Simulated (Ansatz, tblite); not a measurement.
# SnH4: a ladder of methods and basis sets

How do method and basis change the picture of SnH4 (singlet)?

Program: Ansatz 0.2.0, Gaussian basis. Level of theory: as each input shows. These are calculated values, not measurements.

Levels to be run: GFN1-xTB, GFN2-xTB, PBE-D4/def2-TZVP, r2SCAN-D4/def2-TZVP, HSE06-D4/def2-TZVP, BHLYP-D4/def2-TZVP, ωB97X-V/def2-TZVP, ωB97M-V/def2-TZVP, r2SCANh-D4/def2-TZVP, BLYP-D4/def2-TZVP, HF/def2-TZVP, PBE-D4/def2-SVP, PBE0-D4/def2-SVP, CCSD(T)/def2-TZVPP, MP2/def2-TZVP, RPA/def2-TZVP.

5 further runs of the same task are left out: 1 that didn't finish, 4 set aside as unsound or not needed. Runs told in other sessions of the task aren't counted.

## Step 1: The relaxed structure

The geometry is that of the singlet, from an earlier relaxation (PBE-D4/def2-TZVP).

5 atoms, charge 0, spin multiplicity 1.

Bond lengths: Sn1–H2 1.716 Å, Sn1–H3 1.716 Å, Sn1–H4 1.716 Å, Sn1–H5 1.716 Å. Angles: H2–Sn1–H3 109.5°, H2–Sn1–H4 109.5°, H2–Sn1–H5 109.5°, H3–Sn1–H4 109.5°, H3–Sn1–H5 109.5°, H4–Sn1–H5 109.5°.

Sn takes a core potential in the def2 sets. No spin-orbit coupling is included.

PBE0-D4/def2-TZVP was run before; its log isn't repeated, and its numbers join the tables.

## Step 2: GFN1-xTB

Tight binding, by tblite at 300 K electronic temperature and without a spin-polarisation term:

```python
tblite.interface.Calculator('GFN1-xTB', numbers, positions, charge=0, uhf=0).singlepoint()
```

Energy -125.8932 eV, HOMO -12.79 eV, LUMO -4.02 eV; 0.002 s.

## Step 3: GFN2-xTB

Tight binding, by tblite at 300 K electronic temperature and without a spin-polarisation term:

```python
tblite.interface.Calculator('GFN2-xTB', numbers, positions, charge=0, uhf=0).singlepoint()
```

Energy -111.6132 eV, HOMO -12.02 eV, LUMO -4.60 eV; 0.001 s.

## Step 4: PBE-D4/def2-TZVP

start.molden holds the orbitals of an earlier run on this state, given as this run's starting guess.

Input file in.yaml:

```yaml
crystal:
  periodic: [false, false, false]
  atoms:
    - {symbol: Sn, position_ang: [0.000158, -0.000047, 0.000024]}
    - {symbol: H, position_ang: [0.010831, -0.018707, 1.716007]}
    - {symbol: H, position_ang: [1.614274, 0.011012, -0.582740]}
    - {symbol: H, position_ang: [-0.816703, 1.404937, -0.551110]}
    - {symbol: H, position_ang: [-0.808560, -1.397196, -0.582190]}
basis:
  gaussian: {orbitals: def2-TZVP, initial_orbitals: start.molden}
hamiltonian: {xc: pbe, dispersion: d4}
scf: {omitted_lower_state_checks: [starts]}
output: {orbitals: {seedname: orbitals}}
```

On the command line:

```sh
ansatz run in.yaml --threads 4 --pin off --events-out ev --progress --plain --max-ram 3916MiB
```

Further steps of the session: r2SCAN-D4/def2-TZVP; HSE06-D4/def2-TZVP; BHLYP-D4/def2-TZVP; ωB97X-V/def2-TZVP; ωB97M-V/def2-TZVP; r2SCANh-D4/def2-TZVP; BLYP-D4/def2-TZVP; HF/def2-TZVP; PBE-D4/def2-SVP; PBE0-D4/def2-SVP; CCSD(T)/def2-TZVPP; MP2/def2-TZVP; RPA/def2-TZVP.

Before running them: what should the planned runs give, taken together? Wanted: gap in def2-TZVP, named functionals and Hartree-Fock, smallest and largest; correlation energy, CCSD(T)/def2-TZVPP; correlation energy, MP2/def2-TZVP; binding an atom, CCSD(T)/def2-TZVPP; PBE0 total energy, smallest basis above largest.

The runs gave:

| quantity | value |
| --- | --- |
| gap in def2-TZVP, named functionals and Hartree-Fock, smallest and largest | 7.40 eV (BLYP-D4), 15.02 eV (HF) |
| correlation energy, CCSD(T)/def2-TZVPP | -10.24 eV |
| correlation energy, MP2/def2-TZVP | -9.11 eV |
| binding an atom, CCSD(T)/def2-TZVPP | 2.253 eV |
| PBE0 total energy, smallest basis above largest | 0.29 eV (def2-SVP, def2-TZVP) |

In words: Over the named functionals and Hartree-Fock in def2-TZVP the gap runs from 7.40 eV (BLYP-D4) to 15.02 eV (HF); exact exchange widens it. The functionals in def2-TZVP miss CCSD(T)/def2-TZVPP by -0.065 (PBE-D4) to +0.041 eV (ωB97X-V) an atom. CCSD(T)/def2-TZVPP isn't at the basis-set limit; small misses against it rank nothing.
